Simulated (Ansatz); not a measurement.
# ClH3OZn: the cost of one run

Method: RKS LDA/def2-mTZVP, in Ansatz 0.2.0.

### Step 1. The structure to begin with

Bond lengths: Zn1–Cl2 2.616 Å, Zn1–O3 1.736 Å, O3–H6 0.957 Å. Angles: Cl2–Zn1–O3 127.8°, Zn1–O3–H6 119.9°.

As a file:

```xyz
6

Zn   -0.0824   -0.2333    0.4669
Cl    1.5459   -0.9075   -1.4666
O    -1.8004   -0.4685    0.5411
H     1.4962    0.7209   -0.8030
H     1.0951    1.2975   -0.1202
H    -2.2544   -0.4091    1.3819
```

### Step 2. Pulling towards end A

Springs on the bonds that form and break draw the guess towards this end; the thresholds are loose.

input.yaml

```yaml
crystal:
  periodic: [false, false, false]
  atoms:
    - { symbol: Zn, position_ang: [-0.0824, -0.2333, 0.4669] }
    - { symbol: Cl, position_ang: [1.5459, -0.9075, -1.4666] }
    - { symbol: O, position_ang: [-1.8004, -0.4685, 0.5411] }
    - { symbol: H, position_ang: [1.4962, 0.7209, -0.803] }
    - { symbol: H, position_ang: [1.0951, 1.2975, -0.1202] }
    - { symbol: H, position_ang: [-2.2544, -0.4091, 1.3819] }
basis:
  gaussian: { orbitals: def2-mTZVP }
hamiltonian:
  xc: lda
relax:
  f_tol: 0.15
  max_steps: 25
  restrain:
    - { distance: [0, 4], at: 2.83, k: 30.0 }
    - { distance: [3, 1], at: 2.63, k: 30.0 }
    - { distance: [0, 1], at: 2.24, k: 30.0 }
    - { distance: [3, 4], at: 0.62, k: 30.0 }
output:
  orbitals: {}
```

Launch:

```bash
ansatz run input.yaml --threads 2 --pin off --max-ram 3072MiB --backend cpu --events-out ev --progress --plain --runs-dir out
```

**Question.** How long does this run take on 2 threads of Arm Neoverse V1, shared host, and how much memory does it need?

About 9.5 s, with a peak of 0.15 GiB.
